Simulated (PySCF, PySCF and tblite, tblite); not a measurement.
# C5H10Si2: a path driven as a shift of bonds, and NMR exchange, part 3 of 3

PySCF and tblite. Atoms count from 0.

### Step 15. Single-point energy, saddle of leg 1: PBE0/6-31++G**

What the job is given:

```
{"job": {"kind": "sp", "xc": "PBE0", "basis": "6-31++G**", "pop": false}, "charge": 0, "multiplicity": 1}
Si    -0.976091    -1.278805    -0.627888
C     -0.053751     0.495536     0.205985
Si    -1.365355     1.539554     1.038456
C      0.865219     0.968191    -0.774539
C      1.982481     0.118607    -0.814079
C      1.805329    -0.920230     0.112211
C      0.556416    -0.734663     0.757389
H     -2.320659    -0.656415    -0.855352
H     -1.318243    -2.591179     0.010911
H     -0.253833    -1.469498    -1.904883
H     -2.089161     2.342262     0.012827
H     -2.330649     0.645111     1.742338
H     -0.754568     2.460343     2.040507
H      0.695599     1.831400    -1.418988
H      2.826468     0.217471    -1.497857
H      2.483742    -1.755773     0.283395
H      0.247054    -1.211914     1.689567
```

The program printed:

```text
coarse grid: 14880 points
cycle   1  E = -775.0035767593  dE =  7.533e-01  |g| = 3.747e-01  |ddm| = 1.303e+01
cycle   2  E = -774.9659305073  dE =  3.765e-02  |g| = 5.164e-01  |ddm| = 2.322e+01
cycle   3  E = -775.0442689938  dE = -7.834e-02  |g| = 5.017e-02  |ddm| = 1.556e+01
cycle   4  E = -775.0445769875  dE = -3.080e-04  |g| = 4.257e-02  |ddm| = 1.595e+00
cycle   5  E = -775.0450711622  dE = -4.942e-04  |g| = 4.449e-03  |ddm| = 4.128e-01
cycle   6  E = -775.0450773348  dE = -6.173e-06  |g| = 9.568e-04  |ddm| = 7.380e-02
final grid: 133616 points
cycle   7  E = -774.9689118245  dE = -2.209e-05  |g| = 7.003e-03  |ddm| = 6.836e-01
cycle   8  E = -774.9688989428  dE =  1.288e-05  |g| = 9.799e-03  |ddm| = 1.954e-01
cycle   9  E = -774.9689259577  dE = -2.701e-05  |g| = 6.416e-04  |ddm| = 1.035e-01
cycle  10  E = -774.9689260445  dE = -8.687e-08  |g| = 3.305e-04  |ddm| = 1.092e-02
cycle  11  E = -774.9689260748  dE = -3.022e-08  |g| = 5.806e-05  |ddm| = 7.183e-03
cycle  12  E = -774.9689260757  dE = -9.620e-10  |g| = 1.905e-05  |ddm| = 1.959e-03
converged SCF energy = -774.9689260757
```

Run time: 12 s. Hardware: 1 thread of Arm Neoverse V2, shared host; peak memory 0.66 GiB.

This run: HOMO -6.59 eV, LUMO -0.50 eV; dipole 0.38 D.

### Step 16. Shieldings, end: PBE0/6-31++G**

What the job is given:

```
{"job": {"kind": "nmr", "xc": "PBE0", "basis": "6-31++G**", "pop": false}, "charge": 0, "multiplicity": 1}
Si    -1.033524    -1.628338    -0.702620
C      0.070579     0.708697     0.336060
Si    -1.360180     1.738669     0.943178
C      1.173599     1.185950    -0.324967
C      2.105292     0.106975    -0.599671
C      1.593393    -1.054254    -0.105875
C      0.240493    -0.781872     0.459007
H     -2.414537    -1.373504    -0.200262
H     -0.797894    -3.101853    -0.709120
H     -0.878037    -1.077546    -2.074940
H     -2.624558     1.433758     0.205974
H     -1.624148     1.484693     2.392328
H     -1.024523     3.178821     0.748317
H      1.337683     2.228016    -0.607379
H      3.058862     0.220714    -1.117602
H      2.055233    -2.041682    -0.145267
H      0.053074    -1.197776     1.464500
```

The program printed:

```text
coarse grid: 14880 points
cycle   1  E = -775.0253412194  dE =  6.424e-01  |g| = 3.582e-01  |ddm| = 7.131e+00
cycle   2  E = -775.0020997390  dE =  2.324e-02  |g| = 4.595e-01  |ddm| = 5.758e+00
cycle   3  E = -775.0623238753  dE = -6.022e-02  |g| = 4.109e-02  |ddm| = 3.366e+00
cycle   4  E = -775.0625477633  dE = -2.239e-04  |g| = 3.166e-02  |ddm| = 3.326e-01
cycle   5  E = -775.0628127849  dE = -2.650e-04  |g| = 6.191e-03  |ddm| = 2.227e-01
cycle   6  E = -775.0628229533  dE = -1.017e-05  |g| = 1.750e-03  |ddm| = 5.754e-02
cycle   7  E = -775.0628237202  dE = -7.669e-07  |g| = 2.373e-04  |ddm| = 6.411e-03
final grid: 133616 points
cycle   8  E = -774.9870794204  dE = -2.185e-05  |g| = 6.629e-03  |ddm| = 4.284e-01
cycle   9  E = -774.9870699226  dE =  9.498e-06  |g| = 8.872e-03  |ddm| = 8.373e-02
cycle  10  E = -774.9870923689  dE = -2.245e-05  |g| = 2.838e-04  |ddm| = 4.779e-02
cycle  11  E = -774.9870923881  dE = -1.922e-08  |g| = 1.091e-04  |ddm| = 3.901e-03
cycle  12  E = -774.9870923907  dE = -2.637e-09  |g| = 4.752e-05  |ddm| = 9.163e-04
cycle  13  E = -774.9870923913  dE = -5.343e-10  |g| = 1.872e-05  |ddm| = 5.413e-04
converged SCF energy = -774.9870923913

GIAO shielding tensors (ppm)
atom      isotropic    diamagn.    paramagn.     s11        s22        s33       span
  0 Si     441.082     876.637    -435.555    402.188    426.444    494.613     92.425
  1 C       62.484     268.003    -205.519    -21.536     33.246    175.741    197.278
  2 Si     468.092     885.112    -417.021    429.115    462.865    512.295     83.180
  3 C       53.504     267.913    -214.410    -41.853     54.567    147.797    189.649
  4 C       66.813     263.954    -197.141    -20.225     62.160    158.505    178.730
  5 C       56.421     268.438    -212.017    -38.155     44.138    163.280    201.435
  6 C      145.333     277.926    -132.592    124.062    154.054    157.884     33.822
  7 H       26.990      29.076      -2.086     23.080     26.016     31.873      8.793
  8 H       27.082      28.315      -1.233     23.302     25.002     32.942      9.640
  9 H       28.608      30.396      -1.788     24.908     26.929     33.988      9.080
 10 H       26.857      30.408      -3.550     23.294     26.000     31.278      7.984
 11 H       26.986      28.126      -1.140     23.511     25.390     32.058      8.546
 12 H       26.963      28.562      -1.599     23.228     25.760     31.902      8.674
 13 H       23.915      29.622      -5.707     21.805     22.333     27.608      5.803
 14 H       24.271      29.060      -4.789     22.474     23.625     26.713      4.239
 15 H       24.073      30.576      -6.503     22.144     23.588     26.487      4.343
 16 H       27.689      34.466      -6.778     23.115     26.455     33.497     10.382
```

Wall time 23 s (1 thread of Arm Neoverse V2, shared host); peak memory 0.99 GiB.

This run: HOMO -6.58 eV, LUMO -1.01 eV; dipole 0.91 D.

### Step 17. Second level: PBE0/6-31++G** + D3(BJ)

What the job is given:

```
{"job": {"smiles": "[SiH3]C1([SiH3])C=CC=C1", "charge": 0, "mult": 1, "motion": "shift", "what": "ring whizzing, 1,2-shift on cyclopentadiene", "atoms": [0, 1, 6], "drives": [{"terms": [["d", [0, 1], 1], ["d", [0, 6], -1]], "neg": true, "n": 14}], "study": "path", "level": {"kind": "nmr", "xc": "PBE0", "basis": "6-31++G**", "wide": true}, "fields": [200, 250, 900], "first": 4, "seed": 19, "refine": {"xc": "B3LYP", "basis": "def2-SVP"}, "kind": "pathvar"}, "charge": 0, "multiplicity": 1}
Si    -1.386708    -1.151402    -0.943787
C     -0.219820     0.011902     0.014273
Si    -1.119827     1.285056     1.110551
C      0.677682     0.708014    -0.927383
C      1.958057     0.358297    -0.678238
C      1.982675    -0.564633     0.413159
C      0.717407    -0.780718     0.832892
H     -2.249446    -0.356319    -1.820394
H     -2.208599    -1.902787     0.007432
H     -0.572470    -2.069914    -1.739304
H     -1.976512     2.125178     0.270860
H     -1.937477     0.579071     2.099404
H     -0.114805     2.107037     1.784095
H      0.327961     1.385342    -1.685806
H      2.833107     0.704025    -1.201303
H      2.878767    -1.002947     0.817789
H      0.403009    -1.423171     1.635850
```

The program printed:

```text
stationary points (kcal/mol above the start)
  n  kind          group   xTB      DFT    lowest mode
  0  minimum      C2v      0.00     0.00      72.6
  1  saddle       C1       9.78    13.70    -237.2
  2  minimum      C1       0.52     2.50      45.8

GFN2-xTB energies: T/K, barrier G, reaction G (kcal/mol), k forward, k back (1/s)
 150.00     9.68     0.23     0.0988     0.0535
 200.00     9.79     0.21        336        142
 250.00     9.92     0.19   4.47e+04   1.65e+04
 298.15    10.06     0.19   1.06e+06   3.62e+05
 350.00    10.22     0.18   1.21e+07   3.95e+06
 400.00    10.39     0.19   7.03e+07   2.22e+07
 500.00    10.76     0.20   8.26e+08   2.53e+08

B3LYP-D3(BJ)/def2-SVP energies: T/K, barrier G, reaction G (kcal/mol), k forward, k back (1/s)
 150.00    15.76     2.01   1.39e-10   2.95e-08
 200.00    15.86     1.99    7.7e-05    0.00287
 250.00    15.99     1.97      0.218        2.9
 298.15    16.13     1.97       37.2        257
 350.00    16.29     1.96   1.95e+03   8.21e+03
 400.00    16.47     1.97   3.37e+04   9.98e+04
 500.00    16.84     1.98   1.82e+06   3.36e+06

PBE0/pcSseg-1 + D3(BJ), IEF-PCM dichloromethane energies: T/K, barrier G, reaction G (kcal/mol), k forward, k back (1/s)
 150.00    14.36     2.70   1.48e-08   3.17e-05
 200.00    14.47     2.68    0.00256      0.539
 250.00    14.60     2.66       3.59        191
 298.15    14.74     2.66        390   8.62e+03
 350.00    14.90     2.65   1.44e+04   1.64e+05
 400.00    15.07     2.65   1.94e+05   1.37e+06
 500.00    15.44     2.67   7.41e+06   2.72e+07

PBE0/6-31++G** + D3(BJ) energies: T/K, barrier G, reaction G (kcal/mol), k forward, k back (1/s)
 150.00    13.60     2.21   1.89e-07   7.95e-05
 200.00    13.71     2.19     0.0173       1.07
 250.00    13.84     2.18       16.5        332
 298.15    13.98     2.17    1.4e+03   1.37e+04
 350.00    14.14     2.17    4.3e+04   2.42e+05
 400.00    14.31     2.17   5.04e+05   1.93e+06
 500.00    14.68     2.19   1.59e+07   3.59e+07
```

It took 6.5 min on 1 thread of Arm Neoverse V2, shared host; peak memory 0.99 GiB. This counts the runs that the step sums up.

Barriers by level (kcal/mol; entropies in cal/(mol K)). Zero-point and thermal terms come from xTB in every row. ΔG‡ leaves symmetry out; the rate counts equivalent paths (a factor of 4); effective ΔG‡, where given, is the barrier that would give that rate by Eyring's equation alone:

| level | ΔE‡ | with zero-point | ΔH‡ | ΔS‡ | ΔG‡ (298 K) | ΔE of reaction | k at 298 K (1/s) | effective ΔG‡ |
| --- | --- | --- | --- | --- | --- | --- | --- | --- |
| GFN2-xTB | 9.78 | 9.52 | 9.06 | -3.3 | 10.06 | 0.52 | 1.1e+06 | 9.23 |
| B3LYP-D3(BJ)/def2-SVP | 15.85 | 15.60 | 15.13 | -3.3 | 16.13 | 2.30 | 37 | 15.31 |
| PBE0/pcSseg-1 + D3(BJ), IEF-PCM dichloromethane | 14.46 | 14.21 | 13.74 | -3.3 | 14.74 | 2.99 | 3.9e+02 | 13.92 |
| PBE0/6-31++G** + D3(BJ) | 13.70 | 13.45 | 12.98 | -3.3 | 13.98 | 2.50 | 1.4e+03 | 13.16 |

### Step 18. What came out

This closing draws on all 3 parts.

```
                                                 quantity                               value
barrier (PBE0/pcSseg-1 + D3(BJ), IEF-PCM dichloromethane)  ΔE‡ 14.5, ΔG‡(298 K) 14.7 kcal/mol
                                       barrier (GFN2-xTB)                    ΔE‡ 9.8 kcal/mol
                                            rate at 298 K                         3.9e+02 s⁻¹
                                          end of the path         3.0 kcal/mol from the start
```

The barrier is 14.5 kcal/mol at the DFT level (xTB: 9.8); with thermal terms and the count of paths the DFT value gives a rate of 3.9e+02 s⁻¹ at 298 K. An error of 1.4 kcal/mol changes that rate tenfold. PBE0/6-31++G** + D3(BJ) moves the barrier from 14.5 to 13.7 kcal/mol.
